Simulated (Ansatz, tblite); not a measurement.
# The cluster Pb₄S₄−: rung by rung

Aim: run the doublet of the cluster Pb₄S₄− at one geometry on many levels, and compare frontier levels, spin and run time.

Method: as each input shows; program: Ansatz 0.2.0, Gaussian basis.

Levels to be run: GFN1-xTB, GFN2-xTB, PBE-D4/def2-SVP, r2SCAN-D4/def2-SVP, r2SCAN0-D4/def2-SVP, HF/def2-SVP, PBE-D4/def2-SVPD, PBE0-D4/def2-SVPD, MP2/def2-SVPD.

8 further runs of the same task are left out: 3 that didn't finish, 5 set aside as unsound or not needed. Runs told in other sessions of the task aren't counted.

### Step 1. The structure

The geometry is that of the doublet, from an earlier relaxation (PBE-D4/def2-SVP). At that level it is the lowest of the isomers that a small search found.

8 atoms, charge -1, spin multiplicity 2.

Bond lengths: Pb1–Pb2 3.259 Å, Pb1–S5 2.714 Å, Pb1–S7 2.624 Å, Pb2–S6 2.714 Å, Pb2–S8 2.624 Å, Pb3–S5 2.756 Å, Pb3–S6 2.768 Å, Pb3–S7 2.626 Å, Pb4–S5 2.768 Å, Pb4–S6 2.756 Å, Pb4–S8 2.626 Å. Angles: Pb2–Pb1–S5 92.6°, Pb2–Pb1–S7 87.8°, S5–Pb1–S7 91.1°, Pb1–Pb2–S6 92.6°, Pb1–Pb2–S8 87.8°, S6–Pb2–S8 91.1°, S5–Pb3–S6 87.9°, S5–Pb3–S7 90.2°, S6–Pb3–S7 101.2°, S5–Pb4–S6 87.9°, S5–Pb4–S8 101.2°, S6–Pb4–S8 90.2°, Pb1–S5–Pb3 84.1°, Pb1–S5–Pb4 103.6°, Pb3–S5–Pb4 88.2°, Pb2–S6–Pb3 103.6°, Pb2–S6–Pb4 84.1°, Pb3–S6–Pb4 88.2° and more.

Pb takes a core potential in the def2 sets. No spin-orbit coupling is included. The ion is computed in the gas phase, without counter-ions or solvent.

PBE0-D4/def2-SVP was run before; its log isn't repeated, and its numbers join the tables.

### Step 2. GFN1-xTB

Tight binding, by tblite at 300 K electronic temperature and without a spin-polarisation term:

```python
tblite.interface.Calculator('GFN1-xTB', numbers, positions, charge=-1, uhf=1).singlepoint()
```

Energy -592.5485 eV; 0.009 s.

### Step 3. GFN2-xTB

Tight binding, by tblite at 300 K electronic temperature and without a spin-polarisation term:

```python
tblite.interface.Calculator('GFN2-xTB', numbers, positions, charge=-1, uhf=1).singlepoint()
```

Energy -620.9565 eV; 0.008 s.

### Step 4. PBE-D4/def2-SVP

start.molden holds the orbitals of an earlier run on this state, given as this run's starting guess.

File in.yaml:

```yaml
crystal:
  periodic: [false, false, false]
  atoms:
    - {symbol: Pb, position_ang: [-1.529222, -1.694459, -0.119200]}
    - {symbol: Pb, position_ang: [-1.478951, 1.305183, 1.154571]}
    - {symbol: Pb, position_ang: [0.794809, 0.108194, -2.304494]}
    - {symbol: Pb, position_ang: [2.027548, 0.257020, 1.333069]}
    - {symbol: S, position_ang: [1.174768, -1.781144, -0.334507]}
    - {symbol: S, position_ang: [0.691716, 2.022672, -0.307913]}
    - {symbol: S, position_ang: [-1.734272, -0.575862, -2.483641]}
    - {symbol: S, position_ang: [0.053614, 0.358385, 3.062115]}
basis:
  gaussian: {orbitals: def2-SVP, initial_orbitals: start.molden}
total_charge: -1
magnetization: {spin_polarized: true, initial_magnetization: 1}
hamiltonian: {xc: pbe, dispersion: d4}
scf: {omitted_lower_state_checks: [starts]}
output: {forces: true, orbitals: {seedname: orbitals}}
```

Started as:

```sh
> ansatz run in.yaml --threads 4 --pin off --events-out ev --progress --plain --max-ram 6963MiB
```

Further steps of the session: r2SCAN-D4/def2-SVP; r2SCAN0-D4/def2-SVP; HF/def2-SVP; PBE-D4/def2-SVPD; PBE0-D4/def2-SVPD; MP2/def2-SVPD.

**Question.** What will the summary of the whole plan be? Wanted: gap in def2-SVP, named functionals and Hartree-Fock, smallest and largest; correlation energy, MP2/def2-SVPD; ⟨S²⟩ in def2-SVP, named functionals and Hartree-Fock, smallest and largest; PBE0 total energy, smallest basis above largest.

As calculated:

| quantity | value |
| --- | --- |
| gap in def2-SVP, named functionals and Hartree-Fock, smallest and largest | 0.49 eV (PBE-D4), 6.43 eV (HF) |
| correlation energy, MP2/def2-SVPD | -26.68 eV |
| ⟨S²⟩ in def2-SVP, named functionals and Hartree-Fock, smallest and largest | 0.752, 0.779 |
| PBE0 total energy, smallest basis above largest | 0.88 eV (def2-SVP, def2-SVPD) |

**Reading.** Over the named functionals and Hartree-Fock in def2-SVP the gap runs from 0.49 eV (PBE-D4) to 6.43 eV (HF); exact exchange widens it. Over the named functionals and Hartree-Fock in def2-SVP spin contamination reaches 0.03 (HF), which is small.
